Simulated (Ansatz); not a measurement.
# GeH4SO: single points off equilibrium

How do the functionals fare away from a minimum? The structure is a structure displaced at random from a GFN2-xTB minimum.

Computed with Ansatz 0.2.0, Gaussian basis. Level: single points in def2-TZVPP.

Correlated methods freeze the cores. Filled d shells of the heavier atoms are correlated.

### Step 1. The starting structure

SMILES `S[O][GeH3]`, 7 atoms, charge 0, spin multiplicity 1.

Atoms are counted from 1 here; the program's logs count them from 0.

Bond lengths: S1–O2 1.657 Å, S1–H4 1.326 Å, O2–Ge3 1.775 Å, Ge3–H5 1.451 Å, Ge3–H6 1.521 Å, Ge3–H7 1.499 Å. Angles: O2–S1–H4 99.4°, S1–O2–Ge3 121.0°, O2–Ge3–H5 110.2°, O2–Ge3–H6 97.4°, O2–Ge3–H7 108.3°, H5–Ge3–H6 114.0°, H5–Ge3–H7 110.6°, H6–Ge3–H7 115.5°.

Coordinates:

```
S    -0.81930   -1.84110   -0.27120
O    -0.62130   -0.45290    0.61100
Ge    0.61360    0.74270    0.16940
H    -1.99250   -1.57630   -0.82990
H     0.40170    1.20290   -1.19030
H     0.27350    1.77650    1.23160
H     1.96060    0.09970    0.30370
```

### Step 2. CCSD(T)/def2-TZVPP

Input file run/in.yaml:

```yaml
crystal:
  periodic: [false, false, false]
  atoms:
    - {symbol: S, position_ang: [-0.819300, -1.841100, -0.271200]}
    - {symbol: O, position_ang: [-0.621300, -0.452900, 0.611000]}
    - {symbol: Ge, position_ang: [0.613600, 0.742700, 0.169400]}
    - {symbol: H, position_ang: [-1.992500, -1.576300, -0.829900]}
    - {symbol: H, position_ang: [0.401700, 1.202900, -1.190300]}
    - {symbol: H, position_ang: [0.273500, 1.776500, 1.231600]}
    - {symbol: H, position_ang: [1.960600, 0.099700, 0.303700]}
basis:
  gaussian: {orbitals: def2-TZVPP}
correlation: {method: ccsd_t}
output: {forces: true}
```

No record of the launch command was kept for these runs.

### Step 3. PBE0-D4/def2-TZVPP

run/in.yaml, as its differences from that of step 2:

```diff
@@ -12,3 +12,3 @@
   gaussian: {orbitals: def2-TZVPP}
-correlation: {method: ccsd_t}
-output: {forces: true}
+hamiltonian: {xc: pbe0, dispersion: d4}
+output: {forces: true, orbitals: {seedname: orbitals}}
```

### Step 4. wB97M-V/def2-TZVPP

run/in.yaml, as its differences from that of step 3:

```diff
@@ -12,3 +12,3 @@
   gaussian: {orbitals: def2-TZVPP}
-hamiltonian: {xc: pbe0, dispersion: d4}
-output: {forces: true, orbitals: {seedname: orbitals}}
+hamiltonian: {xc: {name: wB97M-V}}
+output: {forces: true}
```

### Step 5. r2SCAN-D4/def2-TZVPP

run/in.yaml, as its differences from that of step 4:

```diff
@@ -12,3 +12,3 @@
   gaussian: {orbitals: def2-TZVPP}
-hamiltonian: {xc: {name: wB97M-V}}
+hamiltonian: {xc: r2scan, dispersion: d4}
 output: {forces: true}
```

### Step 6. PBE-D4/def2-TZVPP

run/in.yaml, as its differences from that of step 5:

```diff
@@ -12,3 +12,3 @@
   gaussian: {orbitals: def2-TZVPP}
-hamiltonian: {xc: r2scan, dispersion: d4}
+hamiltonian: {xc: pbe, dispersion: d4}
 output: {forces: true}
```

### Step 7. wB97X-V/def2-TZVPP

run/in.yaml, as its differences from that of step 6:

```diff
@@ -12,3 +12,3 @@
   gaussian: {orbitals: def2-TZVPP}
-hamiltonian: {xc: pbe, dispersion: d4}
+hamiltonian: {xc: {name: wB97X-V}}
 output: {forces: true}
```

### Step 8. B97M-V/def2-TZVPP

run/in.yaml, as its differences from that of step 7:

```diff
@@ -12,3 +12,3 @@
   gaussian: {orbitals: def2-TZVPP}
-hamiltonian: {xc: {name: wB97X-V}}
+hamiltonian: {xc: {name: B97M-V}}
 output: {forces: true}
```

(Steps that only read results are left out.)

What does the calculation give? Wanted: energy less free atoms, CCSD(T)/def2-TZVPP; RMS force component; RMS force error; HOMO and LUMO, PBE0-D4; T1 diagnostic.

**Answer**, as computed:

| quantity | value |
| --- | --- |
| energy less free atoms, CCSD(T)/def2-TZVPP | -1853.8 kJ/mol |
| RMS force component | 0.535 to 0.678 eV/Å over the methods |
| RMS force error | PBE0-D4 0.144, wB97M-V 0.100, r2SCAN-D4 0.069, PBE-D4 0.223, wB97X-V 0.125, B97M-V 0.089 eV/Å |
| HOMO and LUMO, PBE0-D4 | -6.58 and -0.84 eV |
| T1 diagnostic | 0.013 |

**Reading.** Against CCSD(T) the functionals' energies less atoms differ by -70.2 to -9.1 kJ/mol, PBE-D4 by -52.2 kJ/mol. A larger basis would deepen the CCSD(T) value, while the functionals are nearly converged already, so the order here is not reliable. The forces of r2SCAN-D4 come nearest to CCSD(T), those of PBE-D4 are farthest. Frozen-core CCSD(T) forces in triple zeta carry basis errors of their own, and this is one geometry, so small gaps rank nothing.
